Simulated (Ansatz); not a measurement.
# TiTe: the cost of one run

Method: DFT PBEsol+U (U_eff = 5 eV on Ti d), plane waves, PAW, in Ansatz 0.2.0.

2 further runs of the same task are left out: 2 that didn't finish.

## Step 1: The starting structure

The structure is hexagonal, space group P6_3mc (No. 186). The conventional cell has a = 4.677 Å, b = 4.677 Å, c = 7.660 Å, α = 90.00°, β = 90.00°, γ = 120.00°. Ti (site symmetry 3m) is surrounded by 4 Te at 2.87 Å. Around Te (site symmetry 3m) lie 4 Ti at 2.87 Å.

As a file:

```
Ti Te
1.0
     4.67733    0.00000    0.00000
    -2.33867    4.05069    0.00000
     0.00000    0.00000    7.66039
Ti Te
2 2
Direct
  0.66667 0.33333 0.00000
  0.33333 0.66667 0.50000
  0.66667 0.33333 0.62520
  0.33333 0.66667 0.12520
```

An earlier series on this cell reached its lowest free state from «total moment held at first, then free, 2.00 μB per cell», perhaps among other starts.

## Step 2: Ferrimagnetic site moments held at first, then free

input.yaml

```yaml
crystal:
  lattice:
    - [4.67733053, 0.0, 0.0]
    - [-2.33866526, 4.05068706, 0.0]
    - [0.0, 0.0, 7.66038748]
  atoms:
    - { symbol: Ti, position: [0.6666666667, 0.3333333333, 0.0], spin: 1.71 }
    - { symbol: Ti, position: [0.3333333333, 0.6666666667, 0.5], spin: -0.69 }
    - { symbol: Te, position: [0.6666666667, 0.3333333333, 0.6252] }
    - { symbol: Te, position: [0.3333333333, 0.6666666667, 0.1252] }
basis:
  ecutwfc: 420
  ecutrho_ratio: 4
kpoints:
  mp_grid: { grid: [5, 5, 3] }
hamiltonian:
  xc: pbesol
  hubbard:
    sites: [{ site: 0, l: d, u_eff: 5.0 }, { site: 1, l: d, u_eff: 5.0 }]
scf:
  occupations: { method: gaussian, width: 0.05 }
  lower_state_search: "off"
  max_iter: 150
output:
  forces: true
  stress: true
  eigenvalues: true
  populations: true
  hubbard: { sites: [{ site: 0, l: d }, { site: 1, l: d }] }
magnetization:
  spin_polarized: true
  spin_locking: { lock_spins: true, n_iters: 12 }
```

The lock is temporary (n_iters 12) and is released on the way.

On the command line:

```sh
$ ansatz run input.yaml --threads 2 --pin off --max-ram 3072MiB --backend cpu --events-out ev --progress --plain --runs-dir out
```

What time and memory should one allow on 2 threads of Arm Neoverse N1, shared host?

About 34 s, with a peak of 0.47 GiB.
